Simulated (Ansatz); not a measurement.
**BrFH₄O₂Si₂: one species, many methods**

An exercise on one series of results from a longer session: the logs are not shown, and one member is left open.

The runs use Ansatz 0.2.0, Gaussian basis; functionals in def2-TZVPP, the program's frozen cores in correlated methods.

The runs, in order: PBE-D4, r2SCAN-D4, PBE0-D4, B3LYP-D4, ωB97X-V, ωB97M-V, B2PLYP; CCSD(T)/def2-TZVPP; MP2/def2-QZVPP; extrapolation to the limit.

### The relaxed structure

All runs share one geometry, relaxed beforehand with PBE0-D4 in a triple-zeta def2 set.

SMILES `O[Si](F)(Br)O[SiH3]`, 10 atoms, charge 0, spin multiplicity 1.

Atoms are counted from 1 here; the program's logs count them from 0.

Bond lengths: O1–Si2 1.615 Å, O1–H7 0.959 Å, Si2–F3 1.583 Å, Si2–Br4 2.188 Å, Si2–O5 1.606 Å, O5–Si6 1.647 Å, Si6–H8 1.483 Å, Si6–H9 1.483 Å, Si6–H10 1.481 Å. Angles: Si2–O1–H7 118.3°, O1–Si2–F3 110.5°, O1–Si2–Br4 107.8°, O1–Si2–O5 111.5°, F3–Si2–Br4 107.3°, F3–Si2–O5 108.0°, Br4–Si2–O5 111.7°, Si2–O5–Si6 147.2°, O5–Si6–H8 109.6°, O5–Si6–H9 109.6°, O5–Si6–H10 107.2°, H8–Si6–H9 110.0°, H8–Si6–H10 110.1°, H9–Si6–H10 110.3°.

Set-up of the first run:

File in.yaml:

```yaml
crystal:
  periodic: [false, false, false]
  atoms:
    - {symbol: O, position_ang: [-1.091914, -1.068584, -2.027038]}
    - {symbol: Si, position_ang: [-1.112749, -0.249190, -0.635935]}
    - {symbol: F, position_ang: [-1.937270, 1.092027, -0.796114]}
    - {symbol: Br, position_ang: [-2.148638, -1.478158, 0.848115]}
    - {symbol: O, position_ang: [0.371487, 0.134507, -0.157880]}
    - {symbol: Si, position_ang: [1.367649, 0.514867, 1.097777]}
    - {symbol: H, position_ang: [-0.446845, -0.820100, -2.691671]}
    - {symbol: H, position_ang: [1.016836, 1.856458, 1.623411]}
    - {symbol: H, position_ang: [1.229151, -0.501639, 2.168173]}
    - {symbol: H, position_ang: [2.752303, 0.519813, 0.571173]}
basis:
  gaussian: {orbitals: def2-TZVPP}
hamiltonian: {xc: pbe, dispersion: d4}
output: {forces: true, orbitals: {seedname: orbitals}}
```

On the command line:

```sh
$ ansatz run in.yaml --threads 2 --pin off --events-out ev --progress --plain --max-ram 32768MiB --backend cuda --devices 0, --max-vram 18GiB
```

Steps of the session up to this table: PBE-D4 (GGA); r2SCAN-D4 (meta-GGA); PBE0-D4 (hybrid); B3LYP-D4 (hybrid); ωB97X-V (range-separated); ωB97M-V (range-separated); B2PLYP (double hybrid); CCSD(T) in def2-TZVPP; MP2 in def2-QZVPP.

One table of the session follows, with a row left open; its other results are not shown here.

It belongs to the step «Atomisation energies». 

```
            method  atomisation energy (eV)
            PBE-D4                   39.378
         r2SCAN-D4                   39.434
           PBE0-D4                   38.711
          B3LYP-D4                   39.004
           ωB97X-V                   39.486
           ωB97M-V                   39.410
            B2PLYP                   38.813
     HF/def2-TZVPP                   28.956
    MP2/def2-TZVPP                   39.563
   CCSD/def2-TZVPP                        ?
CCSD(T)/def2-TZVPP                   38.374
           MP2/CBS                   40.908
       CCSD(T)/CBS                   39.719
```

Estimate the missing values for CCSD/def2-TZVPP.

**Answer.** atomisation energy (eV): 37.805. In the column «atomisation energy (eV)» it lies between HF/def2-TZVPP (28.956) and CCSD(T)/def2-TZVPP (38.374).

Caveats from the session: Free atoms (2 O, 2 Si, 1 F, 1 Br, 4 H) were run apart at each level; the atomisation energy is their sum less the molecule, without zero-point or spin-orbit terms.
